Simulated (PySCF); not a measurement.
# C2H7FSi2: electronic excitations and core binding energies

Wanted: the electronic excitations and core binding energies of C2H7FSi2 (`F[SiH]1C[SiH2]C1`), by calculation.

Computed with PySCF 2.14.0, with density-fitted response routines of our own, on a single molecule in the gas phase. Atoms are numbered from 0 throughout.

**1. The molecule as given**

12 atoms, charge 0, multiplicity 1; geometry from: GFN2-xTB.

Bonds of the start (Å): F0–Si1 1.62, Si1–C2 1.91, C2–Si3 1.92, Si3–C4 1.92, C4–Si1 1.91, Si1–H5 1.45, C2–H6 1.09, C2–H7 1.09, Si3–H8 1.46, Si3–H9 1.46, C4–H10 1.09, C4–H11 1.09.

**2. Ultraviolet spectrum: PBE0/def2-SVPD**

Job settings and geometry (Å):

```
{"job": {"kind": "uv", "xc": "PBE0", "basis": "def2-SVPD", "nstates": 8, "ntriplets": 3}, "charge": 0, "multiplicity": 1}
F      1.577901    -0.688263     1.854333
Si     1.181922    -0.594637     0.286066
C     -0.611583    -1.185711     0.011877
Si    -1.216481     0.612974    -0.301683
C      0.618654     1.172616    -0.162606
H      2.301832    -1.232936    -0.382348
H     -0.742075    -1.850756    -0.837462
H     -1.060779    -1.683499     0.867264
H     -2.086596     1.143440     0.748602
H     -1.816974     0.829850    -1.620013
H      0.819430     1.920655     0.599792
H      1.035950     1.555581    -1.089850
```

With the program's defaults for keys left out, this is: TDDFT PBE0/def2-SVPD, vertical, gas phase, core orbitals frozen in the response.

Started as:

```bash
OMP_NUM_THREADS=1 python probes_run.py task.json out
```

One launch serves the whole session: the jobs run in the order shown.

The program printed:

```text
coarse grid: 10848 points
cycle   1  E = -758.3917753692  dE =  2.819e-01  |g| = 6.291e-01  |ddm| = 4.143e+00
cycle   2  E = -758.3198533476  dE =  7.192e-02  |g| = 8.764e-01  |ddm| = 1.463e+00
cycle   3  E = -758.4767159668  dE = -1.569e-01  |g| = 6.858e-02  |ddm| = 7.948e-01
cycle   4  E = -758.4773997329  dE = -6.838e-04  |g| = 3.163e-02  |ddm| = 1.015e-01
cycle   5  E = -758.4776278830  dE = -2.282e-04  |g| = 5.795e-03  |ddm| = 3.979e-02
cycle   6  E = -758.4776374279  dE = -9.545e-06  |g| = 9.928e-04  |ddm| = 9.908e-03
final grid: 95480 points
cycle   7  E = -758.5729112285  dE = -1.363e-05  |g| = 5.855e-03  |ddm| = 4.336e-02
cycle   8  E = -758.5729038418  dE =  7.387e-06  |g| = 7.853e-03  |ddm| = 1.438e-02
cycle   9  E = -758.5729206000  dE = -1.676e-05  |g| = 4.373e-04  |ddm| = 8.525e-03
cycle  10  E = -758.5729206298  dE = -2.986e-08  |g| = 1.582e-04  |ddm| = 5.021e-04
cycle  11  E = -758.5729206341  dE = -4.292e-09  |g| = 2.270e-05  |ddm| = 1.870e-04
cycle  12  E = -758.5729206343  dE = -1.596e-10  |g| = 4.188e-06  |ddm| = 5.422e-05
converged SCF energy = -758.5729206343

Static polarisability (au): isotropic 72.932, principal 62.190 70.191 86.416

Singlet excitations
state   eV       nm        f      main configurations
  1   6.7525    183.6   0.00265   H->L 0.98
  2   6.9110    179.4   0.00247   H->L+1 0.98
  3   7.0760    175.2   0.00305   H-1->L+1 0.88, H-2->L+1 0.10
  4   7.2582    170.8   0.01021   H-1->L 0.74, H-2->L 0.24
  5   7.2836    170.2   0.00005   H-2->L+1 0.88, H-1->L+1 0.10
  6   7.5116    165.1   0.17881   H-2->L 0.70, H-1->L 0.21
  7   7.5458    164.3   0.02751   H->L+2 0.93
  8   7.7945    159.1   0.02879   H-1->L+2 0.74, H-2->L+2 0.23

Triplet excitations (Tamm-Dancoff, eV): 6.4664 6.5646 6.6404
```

It took 19 s on 1 thread of Arm Neoverse V2, shared host; peak memory 0.69 GiB.

Frontier orbitals and where they lie:

```tsv
orbital	eV	atoms
HOMO−3	-9.58	Si3 36 %, H9 22 %, H8 22 %
HOMO−2	-8.58	C4 28 %, C2 28 %, Si3 25 %
HOMO−1	-8.48	C4 27 %, C2 26 %, Si1 22 %
HOMO	-8.19	C2 19 %, C4 18 %, Si3 17 %
LUMO	-0.05	Si3 25 %, Si1 14 %, C4 12 %
LUMO+1	0.16	Si1 28 %, C4 14 %, C2 14 %
LUMO+2	0.51	Si3 31 %, Si1 17 %, C4 8 %
```

With each of the 8 states as a Gaussian band of 0.4 eV half-width at 1/e, the curve within the window shown has maxima at 165 nm (ε 9,400) L/(mol cm). Beyond the last state computed it falls off for lack of states. The curve at chosen wavelengths:

(nm, ε (L/mol/cm)): (153, 1705), (155, 2987), (157, 4654), (159, 6482), (161, 8106), (163, 9149), (165, 9371), (166, 9163), (168, 8212), (170, 6794), (172, 5233), (174, 3792), (176, 2617), (178, 1747), (180, 1147), (182, 754), (184, 502), (186, 341), (188, 236), (189, 196), (191, 136), (193, 93), (195, 63), (197, 41), (199, 26), (201, 16)

Leading natural transition orbitals of singlet state 6: the hole lies on C2, C4 about 25 % each; Si3 19 %; Si1 6 %; the particle on H5, H8, H9 about 14 % each; Si3 12 %; Si1 9 %.

Leading natural transition orbitals of singlet state 1: the hole lies on C2, C4 about 18 % each; H5 16 %; Si1, Si3 about 10 % each; the particle on Si3 15 %; H5, H8, H9 about 13 % each; Si1 11 %.

Further results of this job:

```tsv
property	computed
dipole moment (D)	1.73
polarisability (Å³)	10.81
HOMO–LUMO gap (eV)	8.15
−ε(HOMO) (eV)	8.19
```

Orbitals, density, ELF and potential are computed afterwards from the orbital file.

Frontier orbitals at PBE0/def2-SVPD, with the share of their density that lies nearest to each atom:

```tsv
orbital	energy (eV)	lies on
HOMO	-8.19	C2, C4 about 18 % each; H5 17 %; Si1, Si3 about 10 % each
LUMO	-0.05	H5, H8, H9 about 14 % each; Si3 14 %; Si1 9 %
```

ELF in a plane through or near 4 of the atoms.

Ten even steps from '0' (0.00) to '9' (0.93):
```
0000000000000000000000000000
0000000000000000000000000000
0000000000000000000000000000
0000000000000000000000000000
0000000000012221100000000000
0000000001235775321000000000
0000000002555325552000000000
0000000014896246984110000000
0000001320149889610343100000
0000012416844445186165300000
0000013416734445286165300000
0000001220159889610343100000
0000000014896456984110000000
0000000002555325552000000000
0000000001235775321000000000
0000000000012221000000000000
0000000000000000000000000000
0000000000000000000000000000
0000000000000000000000000000
0000000000000000000000000000
```
The map spans 10.0 Å across and 9.3 Å up, centred on the molecule. Atoms in the plane (x, y in Å): Si1 (-1.4, 0.0), C2 (0.0, -1.3), Si3 (1.4, 0.0), C4 (0.0, 1.3).

On the surface of density 0.002 e/bohr³ the electrostatic potential runs, from the 1st to the 99th percentile, from -1.13 V near F0 to 1.30 V near H5.

**3. X-ray photoelectron lines: SCAN, X2C**

Same as in step 2 but for these lines:

```diff
@@ -1,2 +1,2 @@
-{"job": {"kind": "uv", "xc": "PBE0", "basis": "def2-SVPD", "nstates": 8, "ntriplets": 3}, "charge": 0, "multiplicity": 1}
+{"job": {"kind": "xps"}, "charge": 0, "multiplicity": 1}
 F      1.577901    -0.688263     1.854333
```

Method: delta-SCF UKS SCAN, pcX-2 on the ionised atom, pcseg-1 elsewhere, spin-free X2C.

The program printed:

```text
ground state, core basis on atom 0 (F), 144 functions
  cycle   1  E = -760.32373959  |g| = 8.35e-01
  cycle   2  E = -760.08492941  |g| = 1.40e+00
  cycle   3  E = -760.46075034  |g| = 1.51e-01
  cycle   4  E = -760.46438154  |g| = 6.09e-02
  cycle   5  E = -760.46519536  |g| = 1.16e-02
  cycle   6  E = -760.46523406  |g| = 4.18e-03
  cycle   7  E = -760.46524071  |g| = 7.35e-04
  cycle   8  E = -760.46523820  |g| = 1.12e-04
  E(ground) = -760.53025194 Eh
hole in F 1s of atom 0
  cycle   1  E = -734.13371380  |g| = 2.58e+00
  cycle   2  E = -734.07934003  |g| = 2.12e+00
  cycle   3  E = -734.99034582  |g| = 3.18e-01
  cycle   4  E = -735.00501402  |g| = 2.02e-01
  cycle   5  E = -735.03009878  |g| = 3.49e-02
  cycle   6  E = -735.03069945  |g| = 1.32e-02
  cycle   7  E = -735.03080629  |g| = 2.26e-03
  cycle   8  E = -735.03080824  |g| = 7.09e-04
  cycle   9  E = -735.03080927  |g| = 2.78e-04
  E(ion) = -735.10170089 Eh   <S^2> = 0.7567   hole on atom = 1.000   binding energy = 691.946 eV
ground state, core basis on atom 1 (Si), 155 functions
  cycle   1  E = -760.52200357  |g| = 3.06e-01
  cycle   2  E = -760.51876267  |g| = 1.81e-01
  cycle   3  E = -760.51928224  |g| = 1.67e-01
  cycle   4  E = -760.52370348  |g| = 1.30e-02
  cycle   5  E = -760.52372821  |g| = 2.73e-03
  cycle   6  E = -760.52373020  |g| = 5.76e-04
  cycle   7  E = -760.52372937  |g| = 2.16e-04
  E(ground) = -760.54465248 Eh
hole in Si 1s of atom 1
  cycle   1  E = -691.56629570  |g| = 4.35e+00
  cycle   2  E = -691.31122713  |g| = 2.31e+00
  cycle   3  E = -692.05558158  |g| = 9.56e-01
  cycle   4  E = -692.57171690  |g| = 3.59e-01
  cycle   5  E = -692.60499784  |g| = 2.12e-01
  cycle   6  E = -692.62142719  |g| = 3.92e-02
  cycle   7  E = -692.62179750  |g| = 2.25e-02
  cycle   8  E = -692.62209142  |g| = 3.82e-03
  cycle   9  E = -692.62209708  |g| = 6.88e-04
  cycle  10  E = -692.62209714  |g| = 2.52e-04
  E(ion) = -692.65175420 Eh   <S^2> = 0.7523   hole on atom = 1.000   binding energy = 1847.460 eV
hole in Si 2p of atom 1
  cycle   1  E = -756.22786994  |g| = 1.24e+00
  cycle   2  E = -755.98185194  |g| = 1.22e+00
  cycle   3  E = -756.48354481  |g| = 3.57e-01
  cycle   4  E = -756.54429992  |g| = 1.32e-01
  cycle   5  E = -756.54839828  |g| = 6.28e-02
  cycle   6  E = -756.55009041  |g| = 1.54e-02
  cycle   7  E = -756.55018544  |g| = 6.85e-03
  cycle   8  E = -756.55021064  |g| = 6.00e-04
  cycle   9  E = -756.55021199  |g| = 1.61e-04
  E(ion) = -756.58295983 Eh   <S^2> = 0.7513   hole on atom = 1.003   binding energy = 107.803 eV
  2p3/2 = 107.528 eV   2p1/2 = 108.157 eV
ground state, core basis on atom 2 (C), 144 functions
  cycle   1  E = -760.42061303  |g| = 6.49e-02
  cycle   2  E = -760.42049506  |g| = 4.24e-02
  cycle   3  E = -760.42075339  |g| = 2.80e-02
  cycle   4  E = -760.42089063  |g| = 6.59e-03
  cycle   5  E = -760.42089977  |g| = 8.99e-04
  cycle   6  E = -760.42089975  |g| = 3.82e-04
  E(ground) = -760.48322641 Eh
hole in C 1s of atom 2
  cycle   1  E = -749.19433275  |g| = 1.51e+00
  cycle   2  E = -748.48105555  |g| = 1.83e+00
  cycle   3  E = -749.72913190  |g| = 3.48e-01
  cycle   4  E = -749.76657877  |g| = 1.91e-01
  cycle   5  E = -749.77825022  |g| = 6.18e-02
  cycle   6  E = -749.77940664  |g| = 1.59e-02
  cycle   7  E = -749.77949798  |g| = 8.61e-03
  cycle   8  E = -749.77954270  |g| = 1.80e-03
  cycle   9  E = -749.77954329  |g| = 7.67e-04
  cycle  10  E = -749.77954582  |g| = 1.92e-04
  E(ion) = -749.84013889 Eh   <S^2> = 0.7691   hole on atom = 1.000   binding energy = 289.613 eV
ground state, core basis on atom 3 (Si), 155 functions
  cycle   1  E = -760.51450665  |g| = 2.87e-01
  cycle   2  E = -760.51456290  |g| = 3.46e-02
  cycle   3  E = -760.51451652  |g| = 2.81e-02
  cycle   4  E = -760.51464821  |g| = 9.66e-03
  cycle   5  E = -760.51467263  |g| = 1.48e-03
  cycle   6  E = -760.51467358  |g| = 2.51e-04
  E(ground) = -760.53526377 Eh
hole in Si 1s of atom 3
  cycle   1  E = -691.58929022  |g| = 4.35e+00
  cycle   2  E = -691.66507671  |g| = 2.15e+00
  cycle   3  E = -692.27871339  |g| = 7.68e-01
  cycle   4  E = -692.61016935  |g| = 2.74e-01
  cycle   5  E = -692.64937606  |g| = 9.53e-02
  cycle   6  E = -692.65294454  |g| = 3.46e-02
  cycle   7  E = -692.65338254  |g| = 1.08e-02
  cycle   8  E = -692.65341934  |g| = 6.91e-03
  cycle   9  E = -692.65343965  |g| = 5.32e-04
  cycle  10  E = -692.65343854  |g| = 2.14e-04
  E(ion) = -692.68185961 Eh   <S^2> = 0.7525   hole on atom = 1.000   binding energy = 1846.385 eV
hole in Si 2p of atom 3
  cycle   1  E = -756.24877600  |g| = 1.24e+00
  cycle   2  E = -756.07965993  |g| = 1.13e+00
  cycle   3  E = -756.53001534  |g| = 2.70e-01
  cycle   4  E = -756.57253663  |g| = 9.63e-02
  cycle   5  E = -756.57633133  |g| = 4.56e-02
  cycle   6  E = -756.57737840  |g| = 4.96e-03
  cycle   7  E = -756.57738036  |g| = 4.68e-03
  cycle   8  E = -756.57738886  |g| = 5.78e-04
  cycle   9  E = -756.57738839  |g| = 1.15e-04
  E(ion) = -756.60906199 Eh   <S^2> = 0.7520   hole on atom = 1.002   binding energy = 106.837 eV
  2p3/2 = 106.625 eV   2p1/2 = 107.248 eV
```

Run time: 37 s. Hardware: 1 thread of Arm Neoverse V2, shared host; peak memory 0.44 GiB.

The holes in one table. −ε is the ground-state orbital energy:

```tsv
hole	stands for	environment	ΔSCF (eV; 2p as the shell's mean)	−ε (eV)	⟨S²⟩
F1s on F0	F0	fluorine bonded to Si	691.95	666.1	0.757
Si1s on Si1	Si1	silicon bonded to 2 C, F, H, in a 4-membered ring	1847.46	1794.2	0.752
Si2p on Si1	Si1	silicon bonded to 2 C, F, H, in a 4-membered ring	107.74	96.9	0.751
C1s on C2	C2, C4	sp3 CH2 bonded to 2 Si	289.61	273.1	0.769
Si1s on Si3	Si3	silicon bonded to 2 C, 2 H, in a 4-membered ring	1846.39	1793.4	0.753
Si2p on Si3	Si3	silicon bonded to 2 C, 2 H, in a 4-membered ring	106.83	96.2	0.752
```

Each hole run stands for the others of its class of like atoms.

With the spin-orbit splitting: Si1 2p3/2 107.53, 2p1/2 108.16 eV; Si3 2p3/2 106.62, 2p1/2 107.25 eV. The table gives each 2p level as the mean over the whole 2p shell (two parts 2p3/2, one part 2p1/2), which differs a little from the single hole in the log.

**4. Outcome**

| quantity | value |
| --- | --- |
| lowest singlet (PBE0/def2-SVPD) | 6.75 eV (184 nm), f = 0.003 |
| brightest single state of those computed | state 6, 7.51 eV, f = 0.179 |
| lowest triplet | 6.47 eV |
| surface potential, 1st and 99th percentile | -1.13 V and 1.30 V |
| Si1s binding energies, SCAN/pcX-2 | Si1 1847.46, Si3 1846.39 eV |
| Si2p binding energies, SCAN/pcX-2 | Si1 107.74, Si3 106.83 eV |
| F1s binding energies, SCAN/pcX-2 | F0 691.95 eV |
| C1s binding energies, SCAN/pcX-2 | C2 289.61 eV |

In words: The first singlet state (HOMO→LUMO 0.98) lies at 6.75 eV and is weak; of the 8 states computed, the strongest absorption comes from state 6 at 7.51 eV. The lowest triplet lies 0.29 eV below the lowest singlet (triplets in Tamm-Dancoff, singlets in full TDDFT). Si1 (silicon bonded to 2 C, F, H, in a 4-membered ring) binds its Si1s electron 1.07 eV more tightly than Si3 (silicon bonded to 2 C, 2 H, in a 4-membered ring). Si1 (silicon bonded to 2 C, F, H, in a 4-membered ring) binds its Si2p electron 0.91 eV more tightly than Si3 (silicon bonded to 2 C, 2 H, in a 4-membered ring).
